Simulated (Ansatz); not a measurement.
# C2H2BCl2F3O: taking an electron away

The task here is to estimate one member of a computed series from the others.

Program: Ansatz 0.2.0, Gaussian basis. Level of theory: unrestricted cation, the program's frozen cores in correlated methods. These are calculated values, not measurements.

Levels to be run: UKS PBE-D4/def2-TZVPP; UKS r2SCAN-D4/def2-TZVPP; UKS PBE0-D4/def2-TZVPP; UKS B3LYP-D4/def2-TZVPP; UKS wB97X-V/def2-TZVPP; UKS wB97M-V/def2-TZVPP; UKS B2PLYP/def2-TZVPP; UHF-CCSD(T)/def2-TZVPP; UHF-MP2/def2-QZVPP; extrapolation to the limit; then −ε(HOMO) from the neutral's earlier runs with LDA (SPW92), PBE-D4, revPBE-D4, BLYP-D4, r2SCAN-D4, B97M-V, PBE0-D4, B3LYP-D4, r2SCANh-D4, r2SCAN0-D4, HSE06-D4, BHLYP-D4, CAM-B3LYP-D4, LC-ωPBE, ωB97X-V, ωB97M-V.

## Structure used throughout

An earlier PBE0-D4 in a triple-zeta def2 set relaxation fixed the geometry.

SMILES `FC(F)(F)COB(Cl)Cl`, 11 atoms, charge 0, spin multiplicity 1.

Atoms are counted from 1 here; the program's logs count them from 0.

Bond lengths: F1–C2 1.337 Å, C2–F3 1.335 Å, C2–F4 1.332 Å, C2–C5 1.515 Å, C5–O6 1.402 Å, C5–H10 1.092 Å, C5–H11 1.091 Å, O6–B7 1.342 Å, B7–Cl8 1.744 Å, B7–Cl9 1.756 Å. Angles: F1–C2–F3 108.1°, F1–C2–F4 108.1°, F1–C2–C5 109.2°, F3–C2–F4 107.7°, F3–C2–C5 111.5°, F4–C2–C5 112.1°, C2–C5–O6 109.8°, C2–C5–H10 108.1°, C2–C5–H11 108.1°, O6–C5–H10 112.3°, O6–C5–H11 108.6°, H10–C5–H11 109.8°, C5–O6–B7 125.3°, O6–B7–Cl8 117.6°, O6–B7–Cl9 122.8°, Cl8–B7–Cl9 119.6°.

The first run:

in.yaml reads:

```yaml
crystal:
  periodic: [false, false, false]
  atoms:
    - {symbol: F, position_ang: [-2.410128, 0.682159, -0.660540]}
    - {symbol: C, position_ang: [-1.190030, 0.175764, -0.866846]}
    - {symbol: F, position_ang: [-1.273754, -1.154215, -0.786554]}
    - {symbol: F, position_ang: [-0.819231, 0.484050, -2.108505]}
    - {symbol: C, position_ang: [-0.235726, 0.735657, 0.168272]}
    - {symbol: O, position_ang: [1.048586, 0.211483, -0.037098]}
    - {symbol: B, position_ang: [1.626566, -0.740135, 0.712949]}
    - {symbol: Cl, position_ang: [3.211639, -1.291133, 0.237435]}
    - {symbol: Cl, position_ang: [0.864610, -1.416826, 2.142853]}
    - {symbol: H, position_ang: [-0.628909, 0.495121, 1.158032]}
    - {symbol: H, position_ang: [-0.193623, 1.818055, 0.040001]}
basis:
  gaussian: {orbitals: def2-TZVPP}
total_charge: 1
magnetization: {spin_polarized: true, initial_magnetization: 1}
hamiltonian: {xc: pbe, dispersion: d4}
```

On the command line:

```
ansatz run in.yaml --threads 4 --pin off --events-out ev --progress --plain --max-ram 66560MiB --backend cuda --devices 0, --max-vram 37GiB
```

Among the steps run: Cation, UKS PBE-D4/def2-TZVPP; Cation, UKS r2SCAN-D4/def2-TZVPP; Cation, UKS PBE0-D4/def2-TZVPP; Cation, UKS B3LYP-D4/def2-TZVPP; Cation, UKS wB97X-V/def2-TZVPP; Cation, UKS wB97M-V/def2-TZVPP; Cation, UKS B2PLYP (frozen core)/def2-TZVPP; Cation, UHF-CCSD(T)/def2-TZVPP; Cation, UHF-MP2/def2-QZVPP.

One of the session's tables, all rows but one given; the rest of the session is left out.

Orbital estimates, from the neutral's runs:

```
  functional  −ε(HOMO) (eV)
 LDA (SPW92)           7.93
      PBE-D4           7.77
   revPBE-D4           7.71
     BLYP-D4           7.59
   r2SCAN-D4              ?
      B97M-V           8.25
     PBE0-D4           9.23
    B3LYP-D4           8.93
  r2SCANh-D4           8.68
  r2SCAN0-D4           9.48
    HSE06-D4           8.83
    BHLYP-D4          10.53
CAM-B3LYP-D4          10.61
     LC-ωPBE          12.07
     ωB97X-V          11.68
     ωB97M-V          11.50
```

Q: Estimate the row for r2SCAN-D4 from the others.

Worked estimate for «−ε(HOMO) (eV)». Against the share of exact exchange, r2SCANh-D4 (0.1, 8.68), r2SCAN0-D4 (0.25, 9.48) give a slope of 5.33 per unit share; at 0 the line stands at 8.15.

**Answer.** −ε(HOMO) (eV): 8.14. In «−ε(HOMO) (eV)» the line misses by +0.01.
